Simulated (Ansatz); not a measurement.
**C2H5GeN (SMILES C1=[N][GeH2][CH2]1) at SVWN5/def2-SVP**

Aim: the energy change on altering one bond length of C2H5GeN at SVWN5/def2-SVP, from 2 runs. 

The results are computed with Ansatz 0.2.0.

82 further runs of the same task are left out: 82 set aside as unsound or not needed.

## (1) The structure to begin with

C2H5GeN: 9 atoms, total charge 0, spin state singlet. SMILES: `C1=[N][GeH2][CH2]1`. Geometry: relaxed at PBE0-D4/def2-TZVP.

Bond lengths: C1–N2 1.278 Å, N2–Ge3 1.910 Å, C1–C4 1.512 Å, Ge3–C4 1.983 Å, C1–H5 1.098 Å, Ge3–H6 1.538 Å, Ge3–H7 1.538 Å, C4–H8 1.092 Å, C4–H9 1.092 Å. Some angles: C1–N2–Ge3 89.9°, N2–C1–C4 114.8°, N2–Ge3–C4 74.4°, C1–C4–Ge3 80.9°, N2–C1–H5 121.7°, C4–C1–H5 123.5°, N2–Ge3–H6 115.0°, N2–Ge3–H7 115.0°, C4–Ge3–H6 118.6°, C4–Ge3–H7 118.6°.

## (2) A single-point energy at SVWN5/def2-SVP

molecule.yaml

```yaml
crystal:
  periodic: [false, false, false]
  atoms:
    - symbol: C
      position_ang: [-0.186800, -0.549700, -1.075100]
    - symbol: N
      position_ang: [1.035900, -0.182500, -1.141500]
    - symbol: Ge
      position_ang: [0.903900, 0.560600, 0.613000]
    - symbol: C
      position_ang: [-0.885400, -0.197100, 0.218500]
    - symbol: H
      position_ang: [-0.675600, -1.079500, -1.903400]
    - symbol: H
      position_ang: [1.056500, 2.089100, 0.684100]
    - symbol: H
      position_ang: [1.776000, -0.127000, 1.676700]
    - symbol: H
      position_ang: [-1.720500, 0.497400, 0.107000]
    - symbol: H
      position_ang: [-1.215600, -1.057700, 0.803700]
basis:
  gaussian:
    orbitals: def2-SVP
hamiltonian:
  xc: {name: SVWN5}
accuracy: high
output: {orbitals: {seedname: orbitals}}
```

Launch:

```
$ ansatz run molecule.yaml --threads 1 --pin off --max-ram 3480MiB --events-out events.jsonl --progress --plain --runs-dir runs
```

Log:

```text
Warning: RAYON_NUM_THREADS=1 ignored (pool sized by the plan → 1); use --threads N
Functional definition: SVWN5
  name "SVWN5"
  exchange = slater_x
  correlation = vwn5_c
2271 factors; integrals over basis functions are off by at most 4.6e-9 eV
mean field evaluation 1: about -60023.8733 eV, gradient 6.8e1 eV
mean field evaluation 2: about -59965.2009 eV, gradient 1.5e2 eV
mean field evaluation 4: about -60033.0558 eV, gradient 2.6e1 eV
mean field evaluation 8: about -60034.6313 eV, gradient 4.6e-1 eV
mean field evaluation 16: about -60034.6269 eV, gradient 2.8e-5 eV
mean field -60034.62686121 eV, -2206.2318442177 hartree, gradient 5.0e-8 eV, S^2 0.000000; 0 other end points of the search recorded, 0 dependent functions left out
reference -60034.62686447 eV, -2206.2318443377 hartree; 28, 28 occupied and 71, 71 virtual orbitals, 2271 factors
Total energy: -60034.62686447 eV, -2206.2318443377 hartree
```

It took 2.5 s on 1 thread of AMD EPYC 9R45 (Zen 5), shared host; peak memory 0.28 GiB.

## (3) The distorted shape, same level

molecule.yaml

```yaml
crystal:
  periodic: [false, false, false]
  atoms:
    - {symbol: C, position_ang: [0.057617, -0.284782, -0.660921]}
    - {symbol: N, position_ang: [1.280317, 0.082418, -0.727321]}
    - {symbol: Ge, position_ang: [1.148317, 0.825518, 1.027179]}
    - {symbol: C, position_ang: [-0.640983, 0.067818, 0.632679]}
    - {symbol: H, position_ang: [-0.675600, -1.079500, -1.903400]}
    - {symbol: H, position_ang: [1.300917, 2.354018, 1.098279]}
    - {symbol: H, position_ang: [2.020417, 0.137918, 2.090879]}
    - {symbol: H, position_ang: [-1.476083, 0.762318, 0.521179]}
    - {symbol: H, position_ang: [-0.971183, -0.792782, 1.217879]}
basis:
  gaussian: {orbitals: def2-SVP}
total_charge: 0
hamiltonian: {xc: {name: SVWN5}}
accuracy: high
output: {orbitals: {seedname: orbitals}}
```

Launch:

```
$ ansatz run molecule.yaml --threads 1 --pin off --max-ram 3480MiB --events-out events.jsonl --progress --plain --runs-dir runs
```

Log:

```text
Warning: RAYON_NUM_THREADS=1 ignored (pool sized by the plan → 1); use --threads N
[... 4 set-up lines as earlier in the session ...]
2269 factors; integrals over basis functions are off by at most 4.6e-9 eV
mean field evaluation 1: about -60021.0858 eV, gradient 7.1e1 eV
mean field evaluation 2: about -59945.6072 eV, gradient 1.6e2 eV
mean field evaluation 4: about -60031.6718 eV, gradient 2.4e1 eV
mean field evaluation 8: about -60032.9595 eV, gradient 1.7e-1 eV
mean field evaluation 16: about -60032.9536 eV, gradient 5.6e-5 eV
mean field -60032.95359892 eV, -2206.1703529627 hartree, gradient 2.8e-8 eV, S^2 0.000000; 0 other end points of the search recorded, 0 dependent functions left out
reference -60032.95360218 eV, -2206.1703530827 hartree; 28, 28 occupied and 71, 71 virtual orbitals, 2269 factors
Total energy: -60032.95360218 eV, -2206.1703530827 hartree
```

It took 2.6 s on 1 thread of AMD EPYC 9R45 (Zen 5), shared host; peak memory 0.28 GiB.

## (4) What came out

Level: SVWN5/def2-SVP.

| quantity | value |
| --- | --- |
| first shape: total energy | -2206.23184 Eh |
| first shape: HOMO energy | -5.51 eV |
| first shape: LUMO energy | -1.46 eV |
| first shape: HOMO–LUMO gap | 4.05 eV |
| distorted shape: total energy | -2206.17035 Eh |
| distorted shape: HOMO energy | -5.69 eV |
| distorted shape: LUMO energy | -1.50 eV |
| distorted shape: HOMO–LUMO gap | 4.20 eV |
| energy change with the C1–H5 bond stretched from 1.098 to 1.647 Å | 1.673 eV |

**Reading.** With the C1–H5 bond stretched from 1.098 to 1.647 Å the energy rises by 1.67 eV (161 kJ/mol). The first shape isn't relaxed at this level, so the change isn't measured from a minimum.
